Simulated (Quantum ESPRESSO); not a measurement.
Runs of Quantum ESPRESSO 7.5 on BiTe. Symmetry: Fm-3m, No. 225, cubic system. Conventional cell: a = 6.470 Å, b = 6.470 Å, c = 6.470 Å, α = 90.00°, β = 90.00°, γ = 90.00°. Bi (site symmetry m-3m) is surrounded by 6 Te at 3.23 Å. Te (site symmetry m-3m) has 6 Bi at 3.23 Å as nearest neighbours. 

```csv
task,level,potentials or basis,cell,k mesh,cutoff (eV),SCF threshold,form of the LDA correlation,symmetry,gap on the mesh (eV),pressure (GPa),V0 of scaled cells (Å³/atom),B0 (GPa)
single point,PBEsol,PseudoDojo 0.4.1 SR PBEsol standard,"atoms moved at random, drawn with an rms of 0.05 Å",7 × 7 × 7,1088,4e-10 Ry,-,-,none,-1.4,-,-
equation of state,PBEsol,PseudoDojo 0.4.1 SR PBEsol standard,as given,7 × 7 × 7,1088,4e-10 Ry,-,-,-,-,(a),53
single point,PBEsol,PseudoDojo 0.4.1 SR PBEsol standard,as given,7 × 7 × 7,1088,4e-10 Ry,-,-,none,-1.5,-,-
band structure,LDA,PseudoDojo 0.4.1 SR LDA standard,as given,7 × 7 × 7,1088,4e-10 Ry,PW92,-,none,-2.6,-,-
equation of state,LDA,PseudoDojo 0.4.1 SR LDA standard,as given,7 × 7 × 7,1088,4e-10 Ry,PW92,-,-,-,(b),56
equation of state,r2SCAN,SG15 PBE 1.2,as given,5 × 5 × 5,952,1e-08 Ry,-,off,-,-,33.20,54
band structure,PBEsol,PseudoDojo 0.4.1 SR PBEsol standard,as given,7 × 7 × 7,1088,4e-10 Ry,-,-,none,-1.5,-,-
```

Alike in all rows: no spin polarisation; smearing fermi-dirac 0.05 eV.

Problem. Estimate the missing entries.

Solution. (a) 32.85; (b) 32.13.

Caveats: spin-orbit coupling is left out, which moves the levels of the heavy elements; the potentials were made for another functional, which shifts forces and pressure (some runs).

A k mesh can miss the band edges, and the runs leave out spin-orbit coupling on Bi, Te.

A gap of «none» marks a metal or a gap under the smearing width.
